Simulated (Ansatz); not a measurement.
# CH2AlFO: shift of H6 from C3 to Al2, part 1 of 2

Wanted: the energy profile along the shift of H6 from C3 to Al2, from relaxed end points and a band of images. SMILES of the start: [F][Al]1[CH2][O]1.

Method: RKS B3LYP/def2-SVP, in Ansatz 0.2.0.

## 1. The structure to begin with

Bond lengths: F1–Al2 1.642 Å, Al2–C3 1.893 Å, Al2–O4 1.671 Å, C3–O4 1.581 Å, C3–H5 1.083 Å, C3–H6 1.084 Å. Angles: F1–Al2–C3 162.9°, F1–Al2–O4 144.8°, C3–Al2–O4 52.2°, Al2–C3–O4 56.7°, Al2–C3–H5 124.2°, Al2–C3–H6 124.0°, O4–C3–H5 108.3°, O4–C3–H6 108.2°, H5–C3–H6 111.8°, Al2–O4–C3 71.1°.

Structure file:

```xyz
6

F    -0.4206   -2.5852    0.6548
Al   -0.2517   -1.0187    0.1914
C     0.3831    0.7545    0.0049
O    -0.8928    0.2039   -0.7502
H     1.1083    1.0662   -0.7370
H     0.0736    1.5793    0.6361
```

## 2. End point A

input.yaml

```yaml
crystal:
  periodic: [false, false, false]
  atoms:
    - { symbol: F, position_ang: [-0.42058, -2.5852, 0.65479] }
    - { symbol: Al, position_ang: [-0.25168, -1.01874, 0.19144] }
    - { symbol: C, position_ang: [0.38308, 0.75454, 0.00485] }
    - { symbol: O, position_ang: [-0.89277, 0.2039, -0.75018] }
    - { symbol: H, position_ang: [1.10832, 1.06623, -0.737] }
    - { symbol: H, position_ang: [0.07364, 1.57927, 0.6361] }
basis:
  gaussian: { orbitals: def2-SVP }
hamiltonian:
  xc: b3lyp
relax:
  f_tol: 0.02
  max_steps: 50
```

Run with:

```console
$ ansatz run input.yaml --threads 1 --pin off --max-ram 2048MiB --backend cpu --events-out ev --progress --plain --runs-dir out
```

Standard output, shortened:

```text
Warning: RAYON_NUM_THREADS=1 ignored (pool sized by the plan → 1); use --threads N
[...]
Functional definition: B3LYP
[...]
715 factors; integrals over basis functions are off by at most 3.5e-4 eV
[...]
mean field -12424.99099107 eV, -456.6099969605 hartree, gradient 2.3e-5 eV, S^2 0.000000; 0 other end points of the search recorded, 0 dependent functions left out
[...]
reference -12424.99121072 eV, -456.6100050324 hartree; 19, 19 occupied and 51, 51 virtual orbitals, 715 factors
relax step   1: F+E_penalty+E_count = -12424.99099107 eV  Δ(F+E_penalty+E_count) = +0.000e0 eV  max|allowed force component| = 1.057e0 eV/Å  Δτ_max = 0.0000 Å  (25 SCF iters, accepted)
[...]
relax step   6: F+E_penalty+E_count = -12425.05979479 eV  Δ(F+E_penalty+E_count) = -6.959e-4 eV  max|allowed force component| = 5.748e-2 eV/Å  Δτ_max = 0.0113 Å  (29 SCF iters, accepted)
[...]
relax step   7: F+E_penalty+E_count = -12425.05983738 eV  Δ(F+E_penalty+E_count) = -4.260e-5 eV  max|allowed force component| = 1.254e-2 eV/Å  Δτ_max = 0.0012 Å  (21 SCF iters, accepted)
715 factors; integrals over basis functions are off by at most 3.9e-4 eV
[...]
mean field -12425.05983738 eV, -456.6125270158 hartree, gradient 7.1e-5 eV, S^2 0.000000; 1 other end points of the search recorded, 0 dependent functions left out
[...]
reference -12425.06005425 eV, -456.6125349854 hartree; 19, 19 occupied and 51, 51 virtual orbitals, 715 factors
Total energy: -12425.06005425 eV, -456.6125349854 hartree
Atom 0 at    -0.447433    -2.603703     0.639949 Å, force     0.002604     0.012540    -0.002760 eV/Å
Atom 1 at    -0.206023    -1.023665     0.228879 Å, force    -0.004098    -0.007823    -0.000102 eV/Å
Atom 2 at     0.327375     0.766530    -0.040846 Å, force    -0.002233     0.002948    -0.002849 eV/Å
Atom 3 at    -0.883435     0.204444    -0.743002 Å, force     0.002614    -0.003615     0.003324 eV/Å
Atom 4 at     1.126916     1.068295    -0.734848 Å, force    -0.000027    -0.001727     0.001966 eV/Å
Atom 5 at     0.082610     1.588098     0.649867 Å, force     0.001139    -0.002323     0.000421 eV/Å
Dipole moment:     0.270008    -0.068066     0.229168 e Å
```

Run time: 18 s. Hardware: 1 thread of Arm Neoverse V1, shared host; peak memory 0.15 GiB.

Relaxation path:

| step | energy from step 1 (eV) | largest force component (eV/Å) |
| --- | --- | --- |
| 1 | 0.0000 | 1.0573 |
| 2 | -0.0382 | 0.6176 |
| 3 | -0.0606 | 0.1645 |
| 4 | -0.0634 | 0.1089 |
| 5 | -0.0681 | 0.0665 |
| 6 | -0.0688 | 0.0575 |
| 7 | -0.0688 | 0.0125 |

Step 1 is the start.

After: Bond lengths: F1–Al2 1.650 Å, Al2–C3 1.887 Å, Al2–O4 1.706 Å, C3–O4 1.508 Å, C3–H5 1.101 Å, C3–H6 1.101 Å. Angles: F1–Al2–C3 170.1°, F1–Al2–O4 140.6°, C3–Al2–O4 49.3°, Al2–C3–O4 59.1°, Al2–C3–H5 123.7°, Al2–C3–H6 123.7°, O4–C3–H5 113.1°, O4–C3–H6 113.1°, H5–C3–H6 110.6°, Al2–O4–C3 71.6°.

## 3. Relaxing end B

The second end starts from a geometry with the move made by hand.

Edit input.yaml of step 2 so:

```diff
@@ -8,3 +8,3 @@
     - { symbol: H, position_ang: [1.10832, 1.06623, -0.737] }
-    - { symbol: H, position_ang: [0.07364, 1.57927, 0.6361] }
+    - { symbol: H, position_ang: [0.28106, -1.84339, 1.37792] }
 basis:
```

Run with:

```console
$ ansatz run input.yaml --threads 1 --pin off --max-ram 2048MiB --backend cpu --events-out ev --progress --plain --runs-dir out
```

Standard output, shortened:

```text
Warning: RAYON_NUM_THREADS=1 ignored (pool sized by the plan → 1); use --threads N
[...]
[... 1 set-up line as earlier in the session ...]
[...]
720 factors; integrals over basis functions are off by at most 3.2e-4 eV
[...]
mean field -12418.62549741 eV, -456.3760693830 hartree, gradient 4.4e-5 eV, S^2 0.000000; 0 other end points of the search recorded, 0 dependent functions left out
[...]
reference -12418.62572091 eV, -456.3760775965 hartree; 19, 19 occupied and 51, 51 virtual orbitals, 720 factors
relax step   1: F+E_penalty+E_count = -12418.62549741 eV  Δ(F+E_penalty+E_count) = +0.000e0 eV  max|allowed force component| = 4.931e0 eV/Å  Δτ_max = 0.0000 Å  (30 SCF iters, accepted)
[...]
relax step   4: F+E_penalty+E_count = -12423.07227225 eV  Δ(F+E_penalty+E_count) = -1.273e0 eV  max|allowed force component| = 2.960e0 eV/Å  Δτ_max = 0.1930 Å  (37 SCF iters, accepted)
[...]
720 factors; integrals over basis functions are off by at most 9.2e-4 eV
mean field -12425.39772584 eV, -456.6249441875 hartree, gradient 2.2e-5 eV, S^2 0.000000; 1 other end points of the search recorded, 0 dependent functions left out
[...]
reference -12425.39795191 eV, -456.6249524953 hartree; 19, 19 occupied and 51, 51 virtual orbitals, 720 factors
Total energy: -12425.39795191 eV, -456.6249524953 hartree
Atom 0 at    -0.629298    -2.570043    -0.324679 Å, force     0.001898     0.001803     0.003246 eV/Å
Atom 1 at    -0.008235    -1.291837     0.549774 Å, force     0.003432    -0.006382     0.004492 eV/Å
Atom 2 at     0.444045     0.303759    -0.459703 Å, force    -0.003454     0.010331    -0.004735 eV/Å
Atom 3 at    -0.730065     0.431399    -0.020411 Å, force    -0.005037     0.000754     0.003783 eV/Å
Atom 4 at     0.845204     1.134621    -1.082484 Å, force     0.005611    -0.006722     0.001214 eV/Å
Atom 5 at     0.285778    -1.430558     2.079322 Å, force    -0.002449     0.000215    -0.007999 eV/Å
Dipole moment:     0.313135     0.397607    -0.056323 e Å
```

Wall time 35 s (1 thread of Arm Neoverse V1, shared host); peak memory 0.16 GiB.

The steps of the relaxation:

| step | energy from step 1 (eV) | largest force component (eV/Å) |
| --- | --- | --- |
| 1 | 0.0000 | 4.9310 |
| 2 | -1.2308 | 3.0600 |
| 3 | -3.1736 | 3.5856 |
| 4 | -4.4468 | 2.9599 |
| 5 | -5.3111 | 2.6788 |
| 6 | -5.9490 | 1.9704 |
| 7 | -6.3927 | 1.5763 |
| 8 | -6.6633 | 0.6816 |
| 9 | -6.7643 | 0.4198 |
| 10 | -6.7663 | 0.3967 |
| 11 | -6.7718 | 0.0673 |
| 12 | -6.7721 | 0.0377 |
| 13 | -6.7722 | 0.0103 |

Step 1 is the start.

After: Bond lengths: F1–Al2 1.669 Å, Al2–C3 1.942 Å, Al2–O4 1.953 Å, C3–O4 1.260 Å, C3–H5 1.113 Å, Al2–H6 1.564 Å. Angles: F1–Al2–C3 116.3°, F1–Al2–O4 112.7°, F1–Al2–H6 121.0°, C3–Al2–O4 37.8°, C3–Al2–H6 122.5°, O4–Al2–H6 115.7°, Al2–C3–O4 71.6°, Al2–C3–H5 171.2°, O4–C3–H5 117.1°, Al2–O4–C3 70.6°.

## 4. Nudged elastic band

crystal.atoms is end A as relaxed above, and neb.final_atoms is end B, turned to lie on A. With 5 inner images the band has 7 in all. The start path is listed, through a guess of the saddle.

input.yaml

```yaml
crystal:
  periodic: [false, false, false]
  atoms:
    - { symbol: F, position_ang: [-0.447433, -2.603703, 0.639949] }
    - { symbol: Al, position_ang: [-0.206023, -1.023665, 0.228879] }
    - { symbol: C, position_ang: [0.327375, 0.76653, -0.040846] }
    - { symbol: O, position_ang: [-0.883435, 0.204444, -0.743002] }
    - { symbol: H, position_ang: [1.126916, 1.068295, -0.734848] }
    - { symbol: H, position_ang: [0.08261, 1.588098, 0.649867] }
basis:
  gaussian: { orbitals: def2-SVP }
hamiltonian:
  xc: b3lyp
neb:
  order_check: false
  images: 5
  f_tol: 0.05
  max_iterations: 60
  final_atoms:
    - { symbol: F, position_ang: [-0.36687412, -1.99561374, 0.72321323] }
    - { symbol: Al, position_ang: [-0.26499356, -0.33013572, 0.72430825] }
    - { symbol: C, position_ang: [0.66241406, 0.47732915, -0.77817078] }
    - { symbol: O, position_ang: [-0.5689873, 0.44360933, -1.04334506] }
    - { symbol: H, position_ang: [1.33733247, 0.89682288, -1.55767481] }
    - { symbol: H, position_ang: [-0.79888155, 0.50798711, 1.93166817] }
  initial_path:
    images:
      - { positions_ang: [[-0.447433, -2.603703, 0.639949], [-0.206023, -1.023665, 0.228879], [0.327375, 0.76653, -0.040846], [-0.883435, 0.204444, -0.743002], [1.126916, 1.068295, -0.734848], [0.08261, 1.588098, 0.649867]] }
      - { positions_ang: [[-0.44164907, -2.45375973, 0.75592319], [-0.22162756, -0.92933452, 0.20934343], [0.32632958, 0.83814333, -0.14805203], [-0.8462924, 0.18679275, -0.87662833], [1.13604669, 1.10023341, -0.83458906], [0.04720276, 1.25792376, 0.8940018]] }
      - { positions_ang: [[-0.43586514, -2.30381645, 0.87189738], [-0.23723211, -0.83500404, 0.18980787], [0.32528417, 0.90975665, -0.25525806], [-0.80914981, 0.1691415, -1.01025466], [1.14517738, 1.13217181, -0.93433012], [0.01179552, 0.92774952, 1.13813659]] }
      - { positions_ang: [[-0.43008121, -2.15387318, 0.98787157], [-0.25283667, -0.74067356, 0.1702723], [0.32423875, 0.98136998, -0.36246409], [-0.77200721, 0.15149025, -1.14388099], [1.15430806, 1.16411022, -1.03407118], [-0.02361173, 0.59757529, 1.38227139]] }
      - { positions_ang: [[-0.40901218, -2.10112003, 0.89965212], [-0.25688896, -0.60382761, 0.35495095], [0.43696385, 0.81335637, -0.50103299], [-0.70433391, 0.24886328, -1.11036901], [1.2153162, 1.07501444, -1.20860572], [-0.282035, 0.56771256, 1.56540365]] }
      - { positions_ang: [[-0.38794315, -2.04836689, 0.81143268], [-0.26094126, -0.46698167, 0.5396296], [0.54968895, 0.64534276, -0.63960188], [-0.6366606, 0.3462363, -1.07685703], [1.27632433, 0.98591866, -1.38314026], [-0.54045827, 0.53784984, 1.74853591]] }
      - { positions_ang: [[-0.36687412, -1.99561374, 0.72321323], [-0.26499356, -0.33013572, 0.72430825], [0.66241406, 0.47732915, -0.77817078], [-0.5689873, 0.44360933, -1.04334506], [1.33733247, 0.89682288, -1.55767481], [-0.79888155, 0.50798711, 1.93166817]] }
```

Run with:

```console
$ ansatz run input.yaml --threads 1 --pin off --max-ram 2048MiB --backend cpu --events-out ev --progress --plain --runs-dir out
```

Standard output, shortened:

```text
Warning: RAYON_NUM_THREADS=1 ignored (pool sized by the plan → 1); use --threads N
[...]
[... 1 set-up line as earlier in the session ...]
[...]
715 factors; integrals over basis functions are off by at most 3.4e-4 eV
[...]
mean field -12425.05983592 eV, -456.6125269620 hartree, gradient 5.0e-5 eV, S^2 0.000000; 0 other end points of the search recorded, 0 dependent functions left out
[...]
reference -12425.06005279 eV, -456.6125349318 hartree; 19, 19 occupied and 51, 51 virtual orbitals, 715 factors
715 factors; integrals over basis functions are off by at most 8.9e-4 eV
[...]
mean field -12425.39772748 eV, -456.6249442479 hartree, gradient 3.8e-5 eV, S^2 0.000000; 0 other end points of the search recorded, 0 dependent functions left out
[...]
reference -12425.39795025 eV, -456.6249524346 hartree; 19, 19 occupied and 51, 51 virtual orbitals, 715 factors
[...]
NEB iter  13: max|band force component| = 1.325e-1 eV/Å  barrier→ = 2.0561 eV  barrier← = 2.3940 eV  CI = image 3  Δτ_max = 0.0103 Å  (142 SCF iters)
[...]
NEB iter  14: max|band force component| = 4.859e-2 eV/Å  barrier→ = 2.0553 eV  barrier← = 2.3932 eV  CI = image 3  Δτ_max = 0.0000 Å  (273 SCF iters)
Total energy: -12423.00479420 eV, -456.5370055718 hartree
Atom 0 at    -0.541093    -2.280929     1.038356 Å, force    -0.022303     0.000877    -0.005568 eV/Å
Atom 1 at    -0.241936    -0.845303     0.292809 Å, force     0.044507     0.006448     0.017333 eV/Å
Atom 2 at     0.491703     0.564206    -0.530784 Å, force    -0.011848    -0.004603    -0.003140 eV/Å
Atom 3 at    -0.767309     0.248952    -1.038910 Å, force    -0.001459     0.002440     0.004254 eV/Å
Atom 4 at     0.929129     1.549602    -0.743514 Å, force    -0.003569     0.004304     0.003445 eV/Å
Atom 5 at     0.129517     0.763471     0.982043 Å, force    -0.005329    -0.009466    -0.016325 eV/Å
Dipole moment:     0.149530    -0.088457     0.177028 e Å
this run last wrote the band of iteration 14 to <dir>
```

It took 2.5 min on 1 thread of Arm Neoverse V1, shared host; peak memory 0.13 GiB.

## 5. The band, image by image

The 5 inner images lie between the fixed ends 0 and 6. Energy is taken from image 0, and the path length is the program's own coordinate along the band.

| image | path (Å) | energy (eV) | H6–C3 (Å) | H6–Al2 (Å) | band force (eV/Å) |
| --- | --- | --- | --- | --- | --- |
| 0 | 0.000 | 0.0000 | 1.10 | 2.66 | - |
| 1 | 0.497 | 0.1595 | 1.10 | 2.47 | 0.007 |
| 2 | 0.993 | 0.7489 | 1.14 | 2.12 | 0.049 |
| 3* | 1.490 | 2.0553 | 1.57 | 1.79 | 0.044 |
| 4 | 2.171 | 0.7867 | 2.25 | 1.58 | 0.018 |
| 5 | 2.852 | -0.0651 | 2.73 | 1.55 | 0.006 |
| 6 | 3.533 | -0.3379 | 3.08 | 1.56 | - |

The star marks the climbing image.

image, energy (eV) and a bar:
```
        0      0.000 ####
        1      0.159 ######
        2      0.749 ##############
        3      2.055 ##############################
        4      0.787 ##############
        5     -0.065 ###
        6     -0.338
```

How the highest energy settled:

```csv
iteration,highest image above image 0 (eV),largest band force (eV/Å)
1,4.7438,3.266
3,3.7229,4.234
5,2.2693,1.680
7,1.6730,1.226
9,1.5545,1.654
11,2.0681,0.700
13,2.0561,0.132
14,2.0553,0.049
```

The band as a trajectory file:

```xyz
6
image=0 dE=0.0000
F    -0.447   -2.604    0.640
Al   -0.206   -1.024    0.229
C     0.327    0.767   -0.041
O    -0.883    0.204   -0.743
H     1.127    1.068   -0.735
H     0.083    1.588    0.650
6
image=1 dE=0.1595
F    -0.527   -2.477    0.844
Al   -0.171   -1.049    0.099
C     0.378    0.724   -0.119
O    -0.857    0.203   -0.838
H     1.071    1.289   -0.757
H     0.107    1.311    0.770
6
image=2 dE=0.7489
F    -0.567   -2.333    1.008
Al   -0.212   -0.996    0.118
C     0.441    0.669   -0.251
O    -0.822    0.211   -0.949
H     0.997    1.475   -0.739
H     0.163    0.974    0.812
6
image=3 dE=2.0553
F    -0.541   -2.281    1.038
Al   -0.242   -0.845    0.293
C     0.492    0.564   -0.531
O    -0.767    0.249   -1.039
H     0.929    1.550   -0.744
H     0.130    0.763    0.982
6
image=4 dE=0.7867
F    -0.577   -2.220    0.979
Al   -0.226   -0.664    0.523
C     0.562    0.482   -0.751
O    -0.635    0.273   -1.135
H     1.033    1.462   -0.988
H    -0.157    0.666    1.371
6
image=5 dE=-0.0651
F    -0.517   -2.127    0.863
Al   -0.237   -0.500    0.642
C     0.621    0.476   -0.778
O    -0.580    0.301   -1.119
H     1.202    1.253   -1.318
H    -0.490    0.597    1.711
6
image=6 dE=-0.3379
F    -0.367   -1.996    0.723
Al   -0.265   -0.330    0.724
C     0.662    0.477   -0.778
O    -0.569    0.444   -1.043
H     1.337    0.897   -1.558
H    -0.799    0.508    1.932
```

## 6. Vibrations at the top

The geometry is the highest inner image of the first converged band.

input.yaml

```yaml
crystal:
  periodic: [false, false, false]
  atoms:
    - { symbol: F, position_ang: [-0.541093, -2.280929, 1.038356] }
    - { symbol: Al, position_ang: [-0.241936, -0.845303, 0.292809] }
    - { symbol: C, position_ang: [0.491703, 0.564206, -0.530784] }
    - { symbol: O, position_ang: [-0.767309, 0.248952, -1.03891] }
    - { symbol: H, position_ang: [0.929129, 1.549602, -0.743514] }
    - { symbol: H, position_ang: [0.129517, 0.763471, 0.982043] }
basis:
  gaussian: { orbitals: def2-SVP }
hamiltonian:
  xc: b3lyp
phonons: {}
```

Run with:

```console
$ ansatz run input.yaml --threads 1 --pin off --max-ram 2048MiB --backend cpu --events-out ev --progress --plain --runs-dir out
```

Standard output, shortened:

```text
Warning: RAYON_NUM_THREADS=1 ignored (pool sized by the plan → 1); use --threads N
[...]
[... 1 set-up line as earlier in the session ...]
[...]
718 factors; integrals over basis functions are off by at most 3.2e-4 eV
[...]
mean field -12423.00458426 eV, -456.5369978567 hartree, gradient 3.7e-5 eV, S^2 0.000000; 0 other end points of the search recorded, 0 dependent functions left out
[...]
reference -12423.00480505 eV, -456.5370059703 hartree; 19, 19 occupied and 51, 51 virtual orbitals, 718 factors
[...]
718 factors; integrals over basis functions are off by at most 3.2e-4 eV
mean field -12423.00452258 eV, -456.5369955899 hartree, gradient 2.1e-6 eV, S^2 0.000000; 0 other end points of the search recorded, 0 dependent functions left out
[...]
reference -12423.00474335 eV, -456.5370037032 hartree; 19, 19 occupied and 51, 51 virtual orbitals, 718 factors
[...]
718 factors; integrals over basis functions are off by at most 3.2e-4 eV
[...]
reference -12423.00462870 eV, -456.5369994898 hartree; 19, 19 occupied and 51, 51 virtual orbitals, 718 factors
[...]
718 factors; integrals over basis functions are off by at most 3.2e-4 eV
mean field -12423.00443148 eV, -456.5369922420 hartree, gradient 2.3e-6 eV, S^2 0.000000; 0 other end points of the search recorded, 0 dependent functions left out
[...]
reference -12423.00465222 eV, -456.5370003541 hartree; 19, 19 occupied and 51, 51 virtual orbitals, 718 factors
[...]
718 factors; integrals over basis functions are off by at most 3.2e-4 eV
mean field -12423.00455752 eV, -456.5369968739 hartree, gradient 2.0e-6 eV, S^2 0.000000; 0 other end points of the search recorded, 0 dependent functions left out
[...]
reference -12423.00477836 eV, -456.5370049896 hartree; 19, 19 occupied and 51, 51 virtual orbitals, 718 factors
[...]
718 factors; integrals over basis functions are off by at most 3.2e-4 eV
mean field -12423.00457340 eV, -456.5369974573 hartree, gradient 2.3e-6 eV, S^2 0.000000; 0 other end points of the search recorded, 0 dependent functions left out
[...]
```

## 7. More of the same log: vibrations at the highest image of the band

The log, continued, shortened:

```text
reference -12423.00479412 eV, -456.5370055690 hartree; 19, 19 occupied and 51, 51 virtual orbitals, 718 factors
[...]
718 factors; integrals over basis functions are off by at most 3.2e-4 eV
[...]
mean field -12423.00450492 eV, -456.5369949409 hartree, gradient 2.1e-6 eV, S^2 0.000000; 0 other end points of the search recorded, 0 dependent functions left out
[...]
reference -12423.00472563 eV, -456.5370030520 hartree; 19, 19 occupied and 51, 51 virtual orbitals, 718 factors
[...]
718 factors; integrals over basis functions are off by at most 3.2e-4 eV
mean field -12423.00451281 eV, -456.5369952307 hartree, gradient 2.1e-6 eV, S^2 0.000000; 0 other end points of the search recorded, 0 dependent functions left out
[...]
reference -12423.00473366 eV, -456.5370033468 hartree; 19, 19 occupied and 51, 51 virtual orbitals, 718 factors
[...]
718 factors; integrals over basis functions are off by at most 3.2e-4 eV
[...]
reference -12423.00484148 eV, -456.5370073094 hartree; 19, 19 occupied and 51, 51 virtual orbitals, 718 factors
WARN: phonons: modes at or below zero, which the zero-point energy, F, S and C_V leave out: 1, the lowest at -1074.32 cm⁻¹. A minimum has none, and a first-order saddle one
Total energy: -12423.00480505 eV, -456.5370059703 hartree
Atom 0 at    -0.541093    -2.280929     1.038356 Å, force    -0.022328     0.000807    -0.005546 eV/Å
Atom 1 at    -0.241936    -0.845303     0.292809 Å, force     0.044544     0.006520     0.017308 eV/Å
Atom 2 at     0.491703     0.564206    -0.530784 Å, force    -0.011803    -0.004637    -0.003180 eV/Å
Atom 3 at    -0.767309     0.248952    -1.038910 Å, force    -0.001452     0.002458     0.004353 eV/Å
Atom 4 at     0.929129     1.549602    -0.743514 Å, force    -0.003565     0.004325     0.003437 eV/Å
Atom 5 at     0.129517     0.763471     0.982043 Å, force    -0.005397    -0.009474    -0.016373 eV/Å
Dipole moment:     0.149527    -0.088457     0.177028 e Å
Vibrations: -1074.32 196.11 256.06 500.84 694.97 805.40 1004.21 1077.95 1153.17 1192.34 1416.63 3145.91 cm⁻¹, zero-point energy 0.709412 eV
```

Run time: 51 s. Hardware: 1 thread of Arm Neoverse V1, shared host; peak memory 0.12 GiB.

Of 12 modes, 1 is imaginary by more than 30 cm⁻¹ (1074i cm⁻¹).

## 8. Dynamics from the top

It starts at the highest inner image of the first converged band: 200 steps of 0.5 fs at constant energy, with velocities drawn for 300 K.

Edit input.yaml of step 6 so:

```diff
@@ -13,2 +13,8 @@
   xc: b3lyp
-phonons: {}
+md:
+  timestep: 0.5
+  n_steps: 200
+  ensemble: nve
+  temperature: 300.0
+  initial_velocities: maxwell_boltzmann
+  seed: 6593
```

Run with:

```console
$ ansatz run input.yaml --threads 1 --pin off --max-ram 2048MiB --backend cpu --events-out ev --progress --plain --runs-dir out
```

Standard output, shortened:

```text
Warning: RAYON_NUM_THREADS=1 ignored (pool sized by the plan → 1); use --threads N
[...]
[... 1 set-up line as earlier in the session ...]
[...]
718 factors; integrals over basis functions are off by at most 3.2e-4 eV
[...]
mean field -12423.00458426 eV, -456.5369978567 hartree, gradient 3.7e-5 eV, S^2 0.000000; 0 other end points of the search recorded, 0 dependent functions left out
[...]
reference -12423.00480505 eV, -456.5370059703 hartree; 19, 19 occupied and 51, 51 virtual orbitals, 718 factors
md step     0: t =     0.00 fs  T =   300.0 K  F+E_penalty+E_count = -12423.00458426 eV  E_kin = 0.155112 eV  conserved = -12422.84947226 eV  (27 SCF iters)
[...]
md step    24: t =    12.00 fs  T =  1637.9 K  F+E_penalty+E_count = -12423.69805896 eV  E_kin = 0.846837 eV  conserved = -12422.85122158 eV  (31 SCF iters)
[...]
md step    48: t =    24.00 fs  T =  3010.8 K  F+E_penalty+E_count = -12424.40817432 eV  E_kin = 1.556686 eV  conserved = -12422.85148881 eV  (29 SCF iters)
[...]
md step    72: t =    36.00 fs  T =  1133.2 K  F+E_penalty+E_count = -12423.43454660 eV  E_kin = 0.585895 eV  conserved = -12422.84865156 eV  (30 SCF iters)
[...]
md step    96: t =    48.00 fs  T =  3276.9 K  F+E_penalty+E_count = -12424.54545479 eV  E_kin = 1.694288 eV  conserved = -12422.85116709 eV  (30 SCF iters)
md step    97: t =    48.50 fs  T =  3159.3 K  F+E_penalty+E_count = -12424.48441835 eV  E_kin = 1.633497 eV  conserved = -12422.85092134 eV  (29 SCF iters)
md step    98: t =    49.00 fs  T =  3019.4 K  F+E_penalty+E_count = -12424.41194721 eV  E_kin = 1.561168 eV  conserved = -12422.85077948 eV  (29 SCF iters)
```

(Continued in part 2 of 2.)
